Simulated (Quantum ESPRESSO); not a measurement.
## AlCl2 in Quantum ESPRESSO: the effect of functional

The system is AlCl2.

```
Al Cl
1.0
     4.62654    0.00000    0.00000
     0.00000    4.62654    0.00000
     0.00000    0.00000    3.77211
Al Cl
1 2
Direct
  0.00000 0.00000 0.52103
  0.50000 0.00000 0.36202
  0.00000 0.50000 0.36202
```

The cell was built by a generator and needn't be a form met in nature.

Alike in all runs:

* Program: Quantum ESPRESSO 7.5
* Task: phonons
* k mesh: 4 × 4 × 6, shifted
* Occupations: fermi-dirac, width 0.05 eV
* Spin: no spin polarisation

Each run relaxes the cell or the atoms first.

```tsv
functional	potentials or basis	cutoff	relaxed volume (Å³/atom)	highest phonon frequency (cm⁻¹)
LDA	PseudoDojo 0.4.1 SR LDA standard	762 eV	24.37	271
PBEsol	PseudoDojo 0.4.1 SR PBEsol standard	789 eV	?	?
BLYP	PseudoDojo 0.4.1 SR PBE standard	789 eV	34.08	165
PW91	PseudoDojo 0.4.1 SR PBE standard	789 eV	27.18	227
vdW-DF-cx	PseudoDojo 0.4.1 SR PBE standard	789 eV	25.62	251
```

Task: What does the run with functional PBEsol give?

Result: Relaxed volume 25.51 Å³/atom; highest phonon frequency 257 cm⁻¹.

Caveats: the mesh is thin for the phonons of a metal; the cell relaxed to another space group than the one typed; an odd number of electrons without spin polarisation forces a metal; a magnetic or distorted state may lie lower; some modes are imaginary (some runs); the layers were relaxed without a dispersion term, so their spacing and the soft interlayer modes are unreliable (some runs); the potentials were made for another functional, which shifts forces and pressure (some runs).

Runs at the PBE level aren't shown here.
